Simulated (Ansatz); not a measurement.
The system is MnPt2.

```xyz
3
Lattice="2.8584 0.0000 0.0000 -1.4292 2.4755 0.0000 0.0000 0.0000 6.5325" Properties=species:S:1:pos:R:3 pbc="T T T"
Pt    1.4292    0.8252    2.0656
Pt    0.0000    1.6503    4.4669
Mn    0.0000    0.0000    0.0000
```

The cell comes from a database or a generator and needn't be the stable form of this composition.

* Program: Ansatz 0.2.0
* Task: relaxation of cell and atoms
* Functional: RPBE
* Dispersion: D4
* Potentials or basis: Ansatz PAW
* Cutoff: 420 eV (not typed: the program's choice for these potentials)
* k mesh: 11 × 11 × 4
* Occupations: fermi-dirac, width 0.05 eV
* Spin: collinear spin, ferromagnetic start
* Starting moments: [0.0, 0.0, 4.0] μB

At the start: volume 15.41 Å³/atom.

Q: Where does the relaxation end?

A: It ends after 6 steps and the volume is 14.81 Å³/atom (-3.8 %); space group P-3m1 (No. 164, to 0.05 Å); moment 4.47 μB per cell.

The path:
```tsv
step	energy change (eV)	largest force (eV/Å)	volume (Å³)
1	0.0000	0.0828	46.22
2	-0.0427	0.0293	44.60
3	-0.0435	0.0091	44.42
4	-0.0436	0.0009	44.43
5	-0.0436	0.0002	44.44
6	-0.0424	0.0001	44.44
```

Final structure:
```yaml
crystal:
  lattice:
    - [2.79992, 0.00000, 0.00000]
    - [-1.39996, 2.42480, 0.00000]
    - [0.00000, 0.00000, 6.54615]
  atoms:
    - { symbol: Pt, position: [0.66667, 0.33333, 0.31768] }
    - { symbol: Pt, position: [0.33333, 0.66667, 0.68232] }
    - { symbol: Mn, position: [0.00000, 0.00000, 0.00000] }
```

Caveat: the plane-wave basis is chosen anew once the cell has moved, so the energies of steps on either side of that aren't comparable; pairwise dispersion overbinds metals, which lowers pressure and volume; the PAW data sets come from PBE, with cores solved anew for the run's functional, which leaves a small shift of forces and pressure.
